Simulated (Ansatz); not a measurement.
# 120-atom supercell of beta-gallia Ga2O3 with displaced atoms, biaxial strain -4.2 %, part 1 of 2

Wanted: forces and gap of one displaced snapshot at several levels (PBEsol and HSE06).

Program: Ansatz 0.2.0, PAW, plane waves. These are calculated values, not measurements.

## (1) Starting point

120 atoms (48 Ga, 72 O); a = 11.762 Å, b = 8.758 Å, c = 11.621 Å, α = 90.00°, β = 103.72°, γ = 90.00°. All atoms were shaken off their sites by about 0.12 Å along each axis.

The runs, in order: (2) PBEsol single point at the single k point (¼, ¼, ¼), on 1 × data-centre GPU with 4 threads; (3) HSE06 single point at the single k point (¼, ¼, ¼), on 1 × data-centre GPU with 4 threads.

## (2) Single point with PBEsol

in.yaml reads:

```yaml
crystal:
  lattice:
    - [11.761821, 0.000000, 0.000838]
    - [0.000000, 8.757814, 0.000000]
    - [-2.757181, 0.000000, 11.289146]
  atoms:
    - { symbol: Ga, position: [0.391920, 0.157152, 0.097686] }
    - { symbol: Ga, position: [0.423593, 0.168125, 0.593161] }
    - { symbol: Ga, position: [0.400751, 0.496638, 0.100537] }
    - { symbol: Ga, position: [0.402482, 0.502839, 0.586353] }
    - { symbol: Ga, position: [0.399810, 0.840955, 0.117699] }
    - { symbol: Ga, position: [0.402223, 0.821697, 0.595602] }
    - { symbol: Ga, position: [0.164389, 0.180221, 0.159489] }
    - { symbol: Ga, position: [0.157037, 0.164447, 0.663768] }
    - { symbol: Ga, position: [0.137509, 0.493839, 0.146985] }
    - { symbol: Ga, position: [0.153643, 0.507563, 0.662827] }
    - { symbol: Ga, position: [0.136374, 0.816043, 0.141867] }
    - { symbol: Ga, position: [0.166565, 0.821826, 0.664799] }
    - { symbol: Ga, position: [0.076725, 0.009716, 0.409689] }
    - { symbol: Ga, position: [0.094926, 0.988818, 0.892723] }
    - { symbol: Ga, position: [0.109268, 0.341216, 0.400706] }
    - { symbol: Ga, position: [0.085035, 0.311178, 0.880257] }
    - { symbol: Ga, position: [0.076573, 0.676818, 0.402070] }
    - { symbol: Ga, position: [0.091589, 0.679429, 0.894419] }
    - { symbol: Ga, position: [0.923732, 0.993249, 0.106497] }
    - { symbol: Ga, position: [0.902586, 0.002844, 0.607696] }
    - { symbol: Ga, position: [0.910039, 0.327080, 0.119934] }
    - { symbol: Ga, position: [0.911787, 0.364857, 0.628636] }
    - { symbol: Ga, position: [0.890506, 0.676767, 0.119691] }
    - { symbol: Ga, position: [0.896060, 0.648621, 0.614131] }
    - { symbol: Ga, position: [0.658775, 0.996638, 0.168737] }
    - { symbol: Ga, position: [0.669516, 0.000433, 0.673394] }
    - { symbol: Ga, position: [0.655169, 0.320081, 0.145729] }
    - { symbol: Ga, position: [0.656994, 0.344645, 0.655322] }
    - { symbol: Ga, position: [0.664228, 0.650535, 0.153452] }
    - { symbol: Ga, position: [0.645155, 0.654171, 0.657605] }
    - { symbol: Ga, position: [0.342522, 0.003018, 0.342311] }
    - { symbol: Ga, position: [0.336427, 0.978313, 0.835773] }
    - { symbol: Ga, position: [0.336210, 0.353299, 0.348769] }
    - { symbol: Ga, position: [0.340652, 0.321881, 0.852365] }
    - { symbol: Ga, position: [0.342477, 0.683970, 0.339769] }
    - { symbol: Ga, position: [0.342841, 0.667671, 0.846354] }
    - { symbol: Ga, position: [0.580168, 0.159930, 0.394178] }
    - { symbol: Ga, position: [0.583085, 0.204093, 0.877350] }
    - { symbol: Ga, position: [0.582345, 0.502126, 0.376839] }
    - { symbol: Ga, position: [0.597394, 0.521426, 0.883984] }
    - { symbol: Ga, position: [0.598672, 0.835417, 0.395581] }
    - { symbol: Ga, position: [0.577786, 0.798883, 0.897050] }
    - { symbol: Ga, position: [0.850978, 0.171855, 0.357921] }
    - { symbol: Ga, position: [0.839676, 0.160324, 0.837921] }
    - { symbol: Ga, position: [0.842707, 0.497876, 0.321851] }
    - { symbol: Ga, position: [0.844253, 0.496507, 0.847921] }
    - { symbol: Ga, position: [0.843221, 0.816192, 0.351473] }
    - { symbol: Ga, position: [0.854513, 0.816541, 0.849175] }
    - { symbol: O, position: [0.335660, 0.172415, 0.439879] }
    - { symbol: O, position: [0.338120, 0.168094, 0.956030] }
    - { symbol: O, position: [0.335139, 0.517066, 0.431618] }
    - { symbol: O, position: [0.343870, 0.490753, 0.946960] }
    - { symbol: O, position: [0.334852, 0.815356, 0.434024] }
    - { symbol: O, position: [0.316265, 0.842752, 0.953590] }
    - { symbol: O, position: [0.329918, 0.190622, 0.207864] }
    - { symbol: O, position: [0.333701, 0.151707, 0.711689] }
    - { symbol: O, position: [0.317679, 0.494946, 0.210574] }
    - { symbol: O, position: [0.331024, 0.523666, 0.716723] }
    - { symbol: O, position: [0.334610, 0.816049, 0.218834] }
    - { symbol: O, position: [0.329092, 0.841806, 0.707348] }
    - { symbol: O, position: [0.002037, 0.162589, 0.370381] }
    - { symbol: O, position: [0.993723, 0.181337, 0.867321] }
    - { symbol: O, position: [0.997071, 0.516221, 0.360493] }
    - { symbol: O, position: [0.994983, 0.517597, 0.875141] }
    - { symbol: O, position: [0.987244, 0.827401, 0.359385] }
    - { symbol: O, position: [0.007882, 0.836312, 0.865538] }
    - { symbol: O, position: [0.155505, 0.000150, 0.053059] }
    - { symbol: O, position: [0.169819, 0.002298, 0.557210] }
    - { symbol: O, position: [0.168316, 0.351561, 0.049807] }
    - { symbol: O, position: [0.164453, 0.327577, 0.558063] }
    - { symbol: O, position: [0.156305, 0.683832, 0.067253] }
    - { symbol: O, position: [0.183164, 0.662463, 0.555100] }
    - { symbol: O, position: [0.842823, 0.011223, 0.458126] }
    - { symbol: O, position: [0.829855, 0.998274, 0.943209] }
    - { symbol: O, position: [0.828886, 0.327815, 0.421934] }
    - { symbol: O, position: [0.838239, 0.320616, 0.945978] }
    - { symbol: O, position: [0.840336, 0.673265, 0.431901] }
    - { symbol: O, position: [0.842338, 0.685698, 0.937474] }
    - { symbol: O, position: [0.168561, 0.998473, 0.281335] }
    - { symbol: O, position: [0.165524, 0.023483, 0.776571] }
    - { symbol: O, position: [0.163296, 0.309159, 0.282696] }
    - { symbol: O, position: [0.162667, 0.324257, 0.776395] }
    - { symbol: O, position: [0.178418, 0.671915, 0.296745] }
    - { symbol: O, position: [0.171197, 0.662187, 0.769864] }
    - { symbol: O, position: [0.820566, 0.987534, 0.224119] }
    - { symbol: O, position: [0.809435, 0.010949, 0.712311] }
    - { symbol: O, position: [0.820992, 0.314428, 0.230482] }
    - { symbol: O, position: [0.808649, 0.320653, 0.708537] }
    - { symbol: O, position: [0.840296, 0.665403, 0.229942] }
    - { symbol: O, position: [0.818124, 0.663096, 0.719057] }
    - { symbol: O, position: [0.485091, 0.031046, 0.120258] }
    - { symbol: O, position: [0.495685, 0.988276, 0.625932] }
    - { symbol: O, position: [0.481903, 0.332683, 0.127466] }
    - { symbol: O, position: [0.496534, 0.320184, 0.637722] }
    - { symbol: O, position: [0.476355, 0.669635, 0.116529] }
    - { symbol: O, position: [0.492631, 0.654683, 0.636541] }
    - { symbol: O, position: [0.517362, 0.975126, 0.366684] }
    - { symbol: O, position: [0.504378, 0.009820, 0.876230] }
    - { symbol: O, position: [0.502029, 0.336172, 0.370211] }
    - { symbol: O, position: [0.493552, 0.342317, 0.851920] }
    - { symbol: O, position: [0.504661, 0.671975, 0.384298] }
    - { symbol: O, position: [0.529784, 0.671096, 0.874763] }
    - { symbol: O, position: [0.667034, 0.145234, 0.053601] }
    - { symbol: O, position: [0.660065, 0.175644, 0.541526] }
    - { symbol: O, position: [0.659254, 0.489367, 0.043606] }
    - { symbol: O, position: [0.659980, 0.477269, 0.549918] }
    - { symbol: O, position: [0.650393, 0.818719, 0.071591] }
    - { symbol: O, position: [0.662455, 0.823764, 0.562816] }
    - { symbol: O, position: [0.664619, 0.175182, 0.288386] }
    - { symbol: O, position: [0.700270, 0.168788, 0.773683] }
    - { symbol: O, position: [0.678894, 0.493483, 0.320044] }
    - { symbol: O, position: [0.661720, 0.491875, 0.772836] }
    - { symbol: O, position: [0.682008, 0.838626, 0.265591] }
    - { symbol: O, position: [0.665447, 0.831976, 0.796539] }
    - { symbol: O, position: [0.007935, 0.140732, 0.129820] }
    - { symbol: O, position: [0.991507, 0.178948, 0.614422] }
    - { symbol: O, position: [0.004025, 0.536441, 0.118195] }
    - { symbol: O, position: [0.987939, 0.519485, 0.626730] }
    - { symbol: O, position: [0.979948, 0.856843, 0.113931] }
    - { symbol: O, position: [0.996052, 0.830203, 0.637553] }
  symmetry: { detect: false }
kpoints:
  mp_grid: { grid: [1, 1, 1], shift: [0.25, 0.25, 0.25] }
hamiltonian:
  xc: pbesol
scf:
  occupations: { method: fermi_dirac, width: 0.01 }
output:
  forces: true
  eigenvalues: true
  stress: true
  populations: true
  eigenstates: { kpoints: [[0.25, 0.25, 0.25]], e_range: [-6.0, 6.0], localisation: true }
```

Log:

```text
Pseudopotentials: kind: paw
Functional definition: PBEsol
  exchange = pbesol_x
  correlation = pbesol_c
Crystal: 120 atoms, lattice volume = 1162.891 Å³
Basis set: ecut = 420 eV, 22727 PW (Γ), exchange–correlation on 160×120×160 points (8 copies of the dense FFT grid, shifted against one another)
Bands: 648, of which v1, the nominal top of the filled ones, is band 528 counted from 1 (527 counted from 0)
Symmetry: 1 space group operations
k-points: 1
Non-local potential: Ga, projectors of the file, l = 0: 2, l = 1: 2, l = 2: 3, l = 3: 1
Non-local potential: O, projectors of the file, l = 0: 2, l = 1: 2, l = 2: 1
PAW form: soft (Blöchl's): semilocal exchange-correlation on the pseudo side does not see the compensation charge
PAW frozen core: Ga, regenerated for the run's functional, and the local potential with it (the file was generated under x = pbe(κ = 0.804, μ = 0.2195149727645171), c = pbe(β = 0.06672455060314922))
PAW frozen core: O, regenerated for the run's functional, and the local potential with it (the file was generated under x = pbe(κ = 0.804, μ = 0.2195149727645171), c = pbe(β = 0.06672455060314922))
PAW one-centre angular grid: Ga, 590 points (default); XC on 64 Gauss nodes
PAW one-centre angular grid: O, 110 points (default); XC on 64 Gauss nodes
Initial density: superposition of atomic densities (neutral atoms: chi_scale 0, normalization atom), corrected by the library's trained network
Initial wavefunctions: pseudopotential atomic-orbital guess
Functional: x = pbesol(κ = 0.804, μ = 0.12345679012345678), c = pbesol(β = 0.046)
SCF iter   1: F=—  HF=-220024.857708 eV  |F-HF|=—  |Δ(HF+E_count)|=         —  Δρ=1.67e-2  dr2=2.50e0  ethr=1.77e-3  ⟨swp⟩=6.0  Hψ=2761  notcnv=0  defer=7
preconditioner: auto → Resta (q_TF=auto, 2.685 Å⁻¹)  ε∞=4.8  [insulator: Δε(μ)=1.965 eV  Ē_g=18.060 eV  σ=0.010 eV  W_gap=1.00  n_scr=368 (ndim 8)  ℏωp=35.4 eV  f_vac=0.010  D(μ)=0.00/eV (n_scr^D=0)  ε∞_Penn≈4.8]
SCF iter   2: F=—  HF=-220024.144406 eV  |F-HF|=—  |Δ(HF+E_count)|=   7.13e-1  Δρ=3.01e-3  dr2=7.99e-2  ethr=2.36e-4  ⟨swp⟩=2.0  Hψ=1241  notcnv=0  defer=115
SCF iter   3: F=—  HF=-220024.138363 eV  |F-HF|=—  |Δ(HF+E_count)|=   6.04e-3  Δρ=1.49e-3  dr2=2.41e-2  ethr=7.57e-6  ⟨swp⟩=2.0  Hψ=1066  notcnv=0  defer=115
SCF iter   4: F=—  HF=-220024.138461 eV  |F-HF|=—  |Δ(HF+E_count)|=   9.82e-5  Δρ=4.48e-4  dr2=3.35e-3  ethr=2.28e-6  ⟨swp⟩=2.0  Hψ=1066  notcnv=0  defer=115
SCF iter   5: F=—  HF=-220024.133708 eV  |F-HF|=—  |Δ(HF+E_count)|=   4.75e-3  Δρ=1.90e-4  dr2=4.83e-4  ethr=3.17e-7  ⟨swp⟩=2.0  Hψ=1061  notcnv=0  defer=115
SCF iter   6: F=—  HF=-220024.133546 eV  |F-HF|=—  |Δ(HF+E_count)|=   1.62e-4  Δρ=7.65e-5  dr2=1.09e-4  ethr=4.57e-8  ⟨swp⟩=2.0  Hψ=1060  notcnv=0  defer=115
SCF iter   7: F=—  HF=-220024.136472 eV  |F-HF|=—  |Δ(HF+E_count)|=   2.93e-3  Δρ=1.73e-5  dr2=5.24e-6  ethr=1.03e-8  ⟨swp⟩=2.0  Hψ=1176  notcnv=0  defer=115
SCF iter   8: F=—  HF=-220024.136816 eV  |F-HF|=—  |Δ(HF+E_count)|=   3.45e-4  Δρ=9.23e-6  dr2=9.26e-7  ethr=4.96e-10  ⟨swp⟩=3.0  Hψ=1062  notcnv=0  defer=115
SCF iter   9: F=—  HF=-220024.136816 eV  |F-HF|=—  |Δ(HF+E_count)|=   6.17e-7  Δρ=4.16e-6  dr2=1.99e-7  ethr=8.77e-11  ⟨swp⟩=3.0  Hψ=1063  notcnv=0  defer=115
SCF iter  10: F=-220024.136816 eV  HF=-220024.136816 eV  |F-HF|=9.17e-9  |Δ(HF+E_count)|=   2.71e-8  Δρ=1.04e-6  dr2=2.09e-8  ethr=9.47e-12  ⟨swp⟩=10.0  Hψ=3063  notcnv=0
SCF 1 converged in 10 iterations: F = -220024.136816 eV  dr2 = 2.09e-8
NSCF: frozen V_eff on 1 k-points
SCF converged after 10 iterations
Free energy (F): -220024.136816 eV
Harris-Foulkes:  -220024.136816 eV  (|F-HF|=9.17e-9)
Internal energy: -220024.136816 eV  (E = F + TS)
E sigma→0 (E₀):  -220024.136816 eV
Fermi energy:    11.265228 eV
--- Per-component energies (eV) ---
  E_band       = -263.258332
  E_kinetic    = 18472.925252
  E_local      = -108398.894402  (includes V_loc(G=0)·N_el)
  E_nonlocal   = 24371.529173
  E_hartree    = 48903.391488
  E_xc         = -8557.666182
  E_vxc        = -9566.356857  (∫ρ·V_xc dr)
  E_paw        = -104951.071201  (= ΣΔE_a)
  E_vpaw       = -22949.414399  (= ΣTr[D̂ρ^β])
  E_aug_tail   = 0.175020  (compensation charges beyond the density's cutoff)
  E_ewald      = -89908.489629
  E_core_change = 43.963665  (= ΣΔE_core)
  E_smearing   = -0.000000  (= −TS)
  E_closure    = 0.000000  (closes the sum)
  Σ components = -220024.136816   (vs F -220024.136816, Δ=0.00e0)
--- Forces (eV/Å), atoms counted from 1 ---
  atom   1  Ga    -2.32319548     7.31711969    -0.00269962
  atom   2  Ga    -4.08728130    -5.73605267    -1.04872603
  atom   3  Ga    -1.20476382     0.23583372     1.03522627
  atom   4  Ga    -1.31368818    -2.99595223     1.15230856
  atom   5  Ga     6.41693695     2.94577424    -6.79396072
  atom   6  Ga     1.74194565     1.22976972    -2.81670559
  atom   7  Ga     0.91888178    -2.74206056    -0.93814989
  atom   8  Ga     1.29526203     0.53605299    -2.96844124
  atom   9  Ga     9.98380283     0.10372100     3.84655458
  atom  10  Ga     2.57899295    -2.35067437    -2.10523250
  atom  11  Ga    -2.16796929    12.32124468    10.72107848
  atom  12  Ga    -1.76465266     2.39034872    -3.62207062
  atom  13  Ga     3.98491508    -5.89091139    -0.00848855
  atom  14  Ga     1.01169924     4.95994638     2.67297814
  atom  15  Ga    -4.63340214     0.23392469     2.74517737
  atom  16  Ga     3.44757600     8.82121889     5.87985863
  atom  17  Ga     5.20219844    -0.03456365     1.72482827
  atom  18  Ga     2.33972707    -3.97007048     2.29054925
  atom  19  Ga   -21.10723700    24.30262704    -3.45279724
  atom  20  Ga     0.59585584     0.21684223     0.77715213
  atom  21  Ga     0.98442401    -1.10098291    -2.51899548
  atom  22  Ga    -1.95609732    -8.44159988    -4.24836943
  atom  23  Ga     7.53975261     2.04467367   -11.15502600
  atom  24  Ga    -4.53550446    11.06395206    -5.87055516
  atom  25  Ga    -0.74392941     2.61789127    -2.06077078
  atom  26  Ga    -8.86563446    -1.96454252    -4.59338096
  atom  27  Ga    -2.20920581    -2.33856736     0.61588417
  atom  28  Ga    -1.95601404    -4.72663150    -1.52848640
  atom  29  Ga    -3.11728323     0.28769735     1.47323970
  atom  30  Ga     2.90515563     1.76817474    -1.34103257
  atom  31  Ga    -1.15098569    -0.71320506    -0.71363516
  atom  32  Ga     2.51505504     4.38027530     0.87688392
  atom  33  Ga     2.03702562    -2.81424637    -3.35621862
  atom  34  Ga    -0.40890200    -0.47264783    -1.62778497
  atom  35  Ga     0.93257343    -5.83968202    -5.26263983
  atom  36  Ga     0.11911911    -1.47246181     0.47332321
  atom  37  Ga     0.84001537     1.23477637     0.58950969
  atom  38  Ga     5.25557095    -9.97143222     2.94230011
  atom  39  Ga   -14.46901994     0.82739607    10.17747958
  atom  40  Ga     1.86003315   -11.73273476     3.64998334
  atom  41  Ga     6.95662155    -8.08126671     3.14081689
  atom  42  Ga    22.78931798    56.96930561    13.96489601
  atom  43  Ga    -2.00663830    -6.71400634    -2.55891621
  atom  44  Ga     3.28865962    -1.26382332     4.13258378
  atom  45  Ga    -2.80929328    -2.41737152     4.58631382
  atom  46  Ga    -2.91111082    -0.58452358     0.33816366
  atom  47  Ga    -3.60452349    10.56849959    -4.12051984
  atom  48  Ga    -2.60612960     9.02002059    -5.43939110
  atom  49  O     -0.03254221    -0.16491689     0.31044874
  atom  50  O     -2.29933612    -0.33062617    -7.54445381
  atom  51  O     -1.34258549    -0.67500259     3.35477342
  atom  52  O     -1.19423702     1.97919722    -2.75237489
  atom  53  O     -1.51317852     7.56023146     7.11661710
  atom  54  O      0.21196780    -1.75510099    -1.77157366
  atom  55  O     -4.42614889    -0.88107176     5.26862884
  atom  56  O     -1.26807750     1.16169370     0.99930332
  atom  57  O     -1.64441782     0.55158276     1.35234000
  atom  58  O     -0.44563520    -1.41897479     0.20086899
  atom  59  O     -6.14449134     1.69979754     4.93835479
  atom  60  O     -1.68138635    -1.02159144     3.57975179
  atom  61  O      0.64045528     6.03436819    -1.41057967
  atom  62  O     -3.18611246    -8.42527589    -0.70178369
  atom  63  O      2.34936883    -4.71730717     0.35516747
  atom  64  O      3.96808772    -2.00873052    -0.41240858
  atom  65  O      4.89254450     4.29750945     0.23651526
  atom  66  O     -1.77088269     0.14332357    -1.21193428
  atom  67  O      0.95508378    -0.01709795    -0.78589521
  atom  68  O     -0.26829962    -1.28134562    -0.07380903
  atom  69  O     -0.41491764    -2.30127360    -2.56425440
  atom  70  O      0.45703391     1.98162872    -0.07810556
  atom  71  O      4.98742558   -11.11463583   -11.00461859
  atom  72  O     -1.46019733     0.17099240    -1.04839943
  atom  73  O     -0.85393150    -2.16704468    -2.31646207
  atom  74  O      1.19479403    -0.55827895     0.41375306
  atom  75  O     -0.85657164     7.25614765     7.55628357
  atom  76  O     -0.34118439     2.32749996     2.10771436
  atom  77  O     -2.29734347    -8.04845300     8.81514177
  atom  78  O     -3.35621623    -8.75598879     8.33818200
  atom  79  O      0.61808621    -0.38348690     0.38800511
  atom  80  O      0.55745205    -3.02219332     1.56317123
  atom  81  O      2.00006908     2.27762118    -1.90446075
  atom  82  O      3.03338179     2.25024274    -1.56892694
  atom  83  O     -2.56682333    -0.37575278    -1.83833515
  atom  84  O     -1.20404967     0.81996329     3.97898077
  atom  85  O      3.41776251     1.51975905    -0.50262681
  atom  86  O     10.74714235    -2.36720042     1.65220568
  atom  87  O      1.88576994     1.98923003    -4.67983768
  atom  88  O      4.97225110     2.35604276     1.97574313
  atom  89  O     -6.73224086    -1.35394540     3.96753471
  atom  90  O     -1.45166183    -0.22867418     2.01674271
  atom  91  O      7.18138897   -11.34357579     2.62107722
  atom  92  O      0.90597252     0.01081719    -0.10125781
  atom  93  O      3.89459321    -0.66249126     0.45175070
  atom  94  O      1.46723543     6.83081260     0.93539517
  atom  95  O      3.25490184    -0.40301422     0.43685649
  atom  96  O     -0.75196370     1.57227260     0.32746063
  atom  97  O     -8.13596366     8.47640405    -2.69620831
  atom  98  O     -0.00703775    -1.34969662    -0.20204480
  atom  99  O     -3.11068477    -0.89915547    -0.26042818
  atom 100  O     -1.85742084     6.32712310    -0.14928850
  atom 101  O      0.28615751    -0.24256813    -0.33127699
  atom 102  O    -31.18471751   -42.03222761   -11.95856409
  atom 103  O      0.07803204     2.58725518    -1.74115881
  atom 104  O     -0.32572077    -1.30292332     2.39988519
  atom 105  O      0.94331891     0.24627409     1.19955103
  atom 106  O      0.55736835     4.98504643    -2.12703435
  atom 107  O      1.12973316     0.79857338    -4.85088649
  atom 108  O      0.62616080     0.13593780    -0.83826870
  atom 109  O      1.39565694    -0.79097747    -2.52898371
  atom 110  O    -12.48027843     1.81445115     0.37120731
  atom 111  O     17.16854953     0.66613990   -12.83079999
  atom 112  O      3.17232703     0.12873785    -0.42998642
  atom 113  O     -3.50417547    -3.81013275     5.36593667
  atom 114  O      2.66566121    -0.05616650    -2.63495986
  atom 115  O      0.70146699     8.98389132     0.61187876
  atom 116  O     -0.69897161     0.87904962     1.16833614
  atom 117  O    -10.68203788    -1.12791207    -1.33713949
  atom 118  O      9.67931433    -3.84095359     0.89237864
  atom 119  O     14.08276554   -30.93009178     2.47626752
  atom 120  O     -0.17649289    -0.68081207    -0.20916870
  max |Σ_I F_I| component: 2.52e-5 eV/Å
--- Stress (GPa, compression-positive) ---
       44.644693      -2.399365      -3.478420
       -2.399364      56.362595       0.690483
       -3.478420       0.690483      22.883980
  P = ⅓ Tr σ = 41.2971 GPa (412.971 kbar)
--- Band table (eV) ---
  k-point 0: bands = [... 516 lower levels ..., "9.4197", "9.4539", "9.4766", "9.5473", "9.5606", "9.6123", "9.7061", "9.7323", "9.8836", "9.9179", "10.0441", "10.2821", "12.2484", "12.7077", "13.1713", "13.4213", "13.4813", "13.8439", "13.9446", "14.1217", "14.2707", "14.4177", "14.5413", "14.5837", ... 108 higher levels ...]
--- Löwdin populations: 120 sites ---
  site symbol       q [e]
     0     Ga     11.9419
     1     Ga     11.9801
[... 118 atoms left out ...]
  spilling = 0.003588 (of n_electrons = 1056.000000)
```

Run time: 35 s. Hardware: 1 × data-centre GPU with 4 threads, shared host; peak host memory 1.9 GiB.

Top filled level 10.282 eV, lowest empty level 12.248 eV: 1.97 eV apart at the single k point (¼, ¼, ¼).

The states next to the gap (eigenstates.tsv), from the top filled level:

```
level (eV)  spin  filling  atoms sharing it  main element  its share  largest atom
     -0.58  both     2.00              11.2             O       0.91    O85 (0.24)
     -0.55  both     2.00               9.0             O       0.91   O104 (0.30)
     -0.40  both     2.00              12.7             O       0.93   O103 (0.20)
     -0.36  both     2.00               6.3             O       0.93   O104 (0.36)
     -0.24  both     2.00               6.5             O       0.95    O98 (0.34)
      0.00  both     2.00               3.2             O       0.93    O75 (0.54)
      1.97  both     0.00              46.2             O       0.61             –
      2.43  both     0.00              33.8             O       0.60   Ga21 (0.10)
```

Forces on the displaced atoms, rms: Ga 12.80, O 10.03 eV/Å; the largest is 62.93 eV/Å.

(Continued in part 2 of 2.)
